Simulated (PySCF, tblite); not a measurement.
# C₅H₁₃NSi₃: geometry, infrared bands and NMR shifts

Aim: predict the infrared bands and NMR shifts of C₅H₁₃NSi₃ (`N#C[C@H]1C[C@H]([SiH2][SiH2][SiH3])C1`).

The runs use tblite 0.8.0 and PySCF 2.14.0, with density-fitted response routines of our own; the level of theory stands in each step. All values are computed, except where a source is named. Atoms are numbered from 0 throughout.

### Step 1. The molecule as given

22 atoms, charge 0, multiplicity 1; geometry from: force field or distance geometry start.

Bonds of the start (Å): N0–C1 1.16, C1–C2 1.47, C2–C3 1.48, C3–C4 1.50, C4–Si5 1.82, Si5–Si6 2.21, Si6–Si7 2.24, C4–C8 1.48, C8–C2 1.52, C2–H9 1.11, C3–H10 1.10, C3–H11 1.12, C4–H12 1.12, Si5–H13 1.48, Si5–H14 1.48, Si6–H15 1.47, Si6–H16 1.49, Si7–H17 1.47, Si7–H18 1.47, Si7–H19 1.46, C8–H20 1.10, C8–H21 1.12.

### Step 2. Optimising the geometry with GFN2-xTB

The job: settings as JSON, then the geometry in Å.

```
{"job": {"kind": "relax", "xc": "GFN2-xTB", "basis": "xTB"}, "charge": 0, "multiplicity": 1}
N     -4.679200     0.890000    -0.598000
C     -3.587900     0.760800    -0.242200
C     -2.206200     0.559000     0.217800
C     -1.938200    -0.875100     0.476800
C     -0.899200    -0.903900    -0.610400
Si     0.766400    -1.387100    -0.046100
Si     1.940500     0.179700     0.989600
Si     3.563200     1.058400    -0.281400
C     -1.175700     0.524900    -0.899000
H     -1.954100     1.215900     1.078000
H     -2.790300    -1.531400     0.249100
H     -1.485200    -1.010000     1.491100
H     -1.240000    -1.594400    -1.429300
H      0.622300    -2.514900     0.896800
H      1.544300    -1.925400    -1.179400
H      1.108200     1.222200     1.613600
H      2.660700    -0.502900     2.097200
H      3.927600     2.346300     0.333800
H      4.787200     0.244900    -0.246600
H      3.096000     1.332800    -1.633800
H     -0.366700     1.259500    -0.793200
H     -1.704300     0.670100    -1.870800
```

The run is started by

```sh
> OMP_NUM_THREADS=1 python probes_run.py task.json out
```

One launch serves the whole session: the jobs run in the order shown.

**Question.** This job is followed by: GFN2-xTB harmonic vibrations, gas phase; GIAO PBE0/pcSseg-1 NMR shielding, non-relativistic, gas phase. What will the session give for the following? strongest single infrared mode (GFN2-xTB); zero-point energy (GFN2-xTB); ¹³C shifts against TMS (PBE0/pcSseg-1, means over atoms taken as alike); ¹H shifts against TMS (PBE0/pcSseg-1, means over atoms taken as alike); ¹⁵N shifts against NH3 (PBE0/pcSseg-1); ²⁹Si shifts against TMS (PBE0/pcSseg-1).

As calculated:

```
                                                               quantity                                         value
                              strongest single infrared mode (GFN2-xTB)                          789 cm⁻¹, 586 km/mol
                                           zero-point energy (GFN2-xTB)                                 97.2 kcal/mol
¹³C shifts against TMS (PBE0/pcSseg-1, means over atoms taken as alike)                   127.0, 30.2, 18.0, 12.8 ppm
 ¹H shifts against TMS (PBE0/pcSseg-1, means over atoms taken as alike)  4.04, 3.64, 3.41, 2.72, 2.70, 2.22, 1.94 ppm
                                 ¹⁵N shifts against NH3 (PBE0/pcSseg-1)                                     302.1 ppm
                                ²⁹Si shifts against TMS (PBE0/pcSseg-1)                     -63.4, -113.7, -141.4 ppm
```

**Reading.** Relaxing lowered the energy by 0.709 eV in 290 steps; the close pair that moved most is Si5–Si6, from 2.215 to 2.324 Å. All 60 modes are real, so the xTB geometry is a minimum. The strongest single mode, at 789 cm⁻¹, has its largest shares on H18, H17 and H19 (the list is cut at 3 atoms). Unscaled tight-binding wavenumbers are off by several per cent, some by more. Its intensities can rank the bands wrongly. At PBE0/pcSseg-1: The widest tensor belongs to N0: span 463 ppm, with a paramagnetic part of -375 ppm.
